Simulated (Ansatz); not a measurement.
# AsH₂+ (triplet): from Hartree-Fock to the top rungs at angle H2–As1–H3 = 119.7°, cc-pVDZ

Aim: climb from Hartree-Fock through coupled cluster and multireference methods for AsH₂+ (triplet) at one geometry and basis, and see what each rung misses.

Program: Ansatz 0.2.0, Gaussian basis. Level of theory: cc-pVDZ, core rule «outside noble gas», up to 14 orbitals frozen. These are calculated values, not measurements.

The runs, in order: UHF; CCSD(T) on ROHF; CCSD(T) on UHF; BCCD(T) on ROHF; CISD; CCSDT(Q) on ROHF; CCSDT(Q) on UHF; CASSCF and MRCISD+Q, 4 electrons in 4 orbitals; CASSCF and NEVPT2, 4 electrons in 4 orbitals; CASSCF and MRCISD+Q, 6 electrons in 6 orbitals; CASSCF and NEVPT4(SD), 6 electrons in 6 orbitals; CASSCF and NEVPT2, 6 electrons in 6 orbitals; Full CI.

6 further runs of the same task are left out: 5 that didn't finish, 1 set aside as unsound or not needed.

### 1 The geometry

The geometry derives from a PBE0/def2-TZVP stationary point (not a proven minimum). One angle is set to the value named; bond lengths are kept. No spin-orbit coupling is included. The filled d shell of As may be among the frozen orbitals whatever the setting's name suggests; the logs give the count.

3 atoms, charge 1, spin multiplicity 3.

Atoms are counted from 1 here; the program's logs count them from 0.

Bond lengths: As1–H2 1.511 Å, As1–H3 1.511 Å. Angles: H2–As1–H3 119.7°.

### 2 UHF

Input file in.yaml:

```yaml
crystal:
  periodic: [false, false, false]
  atoms:
    - {symbol: As, position_ang: [0.000000, -0.019890, 0.000000]}
    - {symbol: H, position_ang: [0.000000, 0.739228, -1.306917]}
    - {symbol: H, position_ang: [0.000000, 0.739228, 1.306917]}
basis:
  gaussian: {orbitals: cc-pVDZ}
total_charge: 1
magnetization: {spin_polarized: true, initial_magnetization: 2}
hamiltonian: {xc: hf}
output: {orbitals: {seedname: orbitals}}
```

On the command line:

```sh
ansatz run in.yaml --threads 1 --pin off --events-out ev --progress --plain --max-ram 2393MiB
```

The runs that follow: CCSD(T) on ROHF; CCSD(T) on UHF; BCCD(T) on ROHF; CISD; CCSDT(Q) on ROHF; CCSDT(Q) on UHF; CASSCF and MRCISD+Q, 4 electrons in 4 orbitals; CASSCF and NEVPT2, 4 electrons in 4 orbitals; CASSCF and MRCISD+Q, 6 electrons in 6 orbitals; CASSCF and NEVPT4(SD), 6 electrons in 6 orbitals; CASSCF and NEVPT2, 6 electrons in 6 orbitals; Full CI.

**Question.** What will the summary of the whole plan be? Wanted: FCI below the RHF energy; RMP2 from FCI; UMP2 from FCI; RCCSD from FCI; RCCSD(T) from FCI; UCCSD(T) from FCI; RCCSDT(Q) from FCI; UCCSDT(Q) from FCI; NEVPT2 pair from FCI.

**Answer**, as computed:

| quantity | value |
| --- | --- |
| FCI below the RHF energy | -2.7293 eV |
| RMP2 from FCI | +649.5 meV |
| UMP2 from FCI | +639.7 meV |
| RCCSD from FCI | +70.3 meV |
| RCCSD(T) from FCI | +16.5 meV |
| UCCSD(T) from FCI | +6.1 meV |
| RCCSDT(Q) from FCI | -0.3 meV |
| UCCSDT(Q) from FCI | -10.7 meV |
| NEVPT2 pair from FCI | +606.8 meV |
| MRCISD+Q pair from FCI | -11.8 meV |
| NEVPT2 valence from FCI | +459.8 meV |
| levels within 1 kcal/mol (43 meV) | RCCSD(T), UCCSD(T), BCCD(T), RCCSDT, UCCSDT, RCCSDT(Q), UCCSDT(Q), MRCISD+Q pair, MRCISD+Q valence |
| T1 diagnostic | 0.018 |
| effectively unpaired electrons | 2.03 |

**Reading.** RCCSD(T) lands +16.5 meV from the yardstick (0.6 % of the correlation energy). UCCSDT, UCCSDT(Q), MRCISD+Q pair fall below full CI: unrestricted runs freeze a spin-polarised core, another one than full CI's, and coupled cluster isn't variational. One determinant dominates. Of the multireference levels listed MRCISD+Q valence comes nearest in total energy (+3.4 meV), which doesn't show that its space is the better one. These misses are within one basis, not against nature; the frozen cores of restricted and unrestricted runs differ, which can shift their rows.
